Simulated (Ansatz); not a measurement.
Ir4W:

```xyz
5
Lattice="1.3778 0.7955 11.3106 -1.3778 0.7955 11.3106 0.0000 -1.5910 11.3106" Properties=species:S:1:pos:R:3 pbc="T T T"
Ir    0.0000    0.0000   13.5614
Ir    0.0000    0.0000   27.1728
Ir    0.0000    0.0000    6.7589
Ir    0.0000    0.0000   20.3703
W     0.0000    0.0000    0.0000
```

The cell comes from a database or a generator and needn't be the stable form of this composition.

Base run:

```yaml
Program: Ansatz 0.2.0
Functional: revPBE
Potentials_or_basis: Ansatz PAW
Cutoff: "420 eV (not typed: the program's choice for these potentials)"
k_mesh: 11 × 11 × 11
Occupations: fermi-dirac, width 0.05 eV
Spin: no spin polarisation
```

Its results: band gap on the k mesh none (metal or under the smearing width); pressure 1.5 GPa; largest force 0.023 eV/Å.

Question: The run is repeated on the same cell with these changes: functional from revPBE to r2SCAN; cutoff from 420 eV (not typed: the program's choice for these potentials) to 500 eV (not typed: the program's choice for these potentials). What comes out?

Answer: Band gap on the k mesh none (metal or under the smearing width); pressure -8.2 GPa; largest force 0.059 eV/Å.

Caveats: spin-orbit coupling is left out, which moves the levels of the heavy elements; the PAW data sets come from PBE, with cores solved anew for the run's functional, which leaves a small shift of forces and pressure.
